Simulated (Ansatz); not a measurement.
# BBrH₂O (SMILES OBBr): functionals against CCSD(T) at one geometry

One table from this session's results is given with a row withheld; the runs are named, their logs left out.

Computed with Ansatz 0.2.0, Gaussian basis. Level: single points in def2-TZVPP.

Correlated methods freeze the cores. Filled d shells of the heavier atoms are correlated.

## The starting structure

SMILES `OBBr`, 5 atoms, charge 0, spin multiplicity 1.

Atoms are counted from 1 here; the program's logs count them from 0.

Bond lengths: O1–B2 1.280 Å, O1–H4 0.948 Å, B2–Br3 1.845 Å, B2–H5 1.088 Å. Angles: B2–O1–H4 121.8°, O1–B2–Br3 120.5°, O1–B2–H5 119.8°, Br3–B2–H5 119.6°.

Coordinates:

```mol
BBrH2O
  3D, bonds by distance, orders not assigned

  5  4  0  0  0  0  0  0  0  0999 V2000
   -0.4845   -0.8426   -0.2826 O   0  0
    0.4052   -0.0383    0.1638 B   0  0
    0.1130    1.7834    0.1524 Br  0  0
   -1.3226   -0.5341   -0.5998 H   0  0
    1.3421   -0.4305    0.5533 H   0  0
  1  2  8  0
  1  4  8  0
  2  3  8  0
  2  5  8  0
M  END
```

Set-up of the first run:

File run/in.yaml:

```yaml
crystal:
  periodic: [false, false, false]
  atoms:
    - {symbol: O, position_ang: [-0.484500, -0.842600, -0.282600]}
    - {symbol: B, position_ang: [0.405200, -0.038300, 0.163800]}
    - {symbol: Br, position_ang: [0.113000, 1.783400, 0.152400]}
    - {symbol: H, position_ang: [-1.322600, -0.534100, -0.599800]}
    - {symbol: H, position_ang: [1.342100, -0.430500, 0.553300]}
basis:
  gaussian: {orbitals: def2-TZVPP}
correlation: {method: ccsd_t}
output: {forces: true}
```

No record of the launch command was kept for these runs.

Among the steps run: CCSD(T)/def2-TZVPP; PBE0-D4/def2-TZVPP; wB97M-V/def2-TZVPP; r2SCAN-D4/def2-TZVPP; PBE-D4/def2-TZVPP; HSE06-D4/def2-TZVPP; r2SCANh-D4/def2-TZVPP.

One of the session's tables, all rows but one given; the rest of the session is left out.

```
    method  RMS force component (eV/Å)  angle to CCSD(T) forces (°)  dipole (D)
   CCSD(T)                       1.508                    reference        1.31
   PBE0-D4                       1.406                          6.1        1.33
   wB97M-V                       1.405                          3.1        1.34
 r2SCAN-D4                       1.431                          4.6        1.37
    PBE-D4                       1.537                          7.4        1.37
  HSE06-D4                           ?                            ?           ?
r2SCANh-D4                       1.395                          5.3        1.35
```

Q: Estimate the row for HSE06-D4 from the others.

As computed: RMS force component (eV/Å): 1.407; angle to CCSD(T) forces (°): 6.1; dipole (D): 1.33. In the column «RMS force component (eV/Å)» it lies between PBE0-D4 (1.406) and r2SCAN-D4 (1.431).
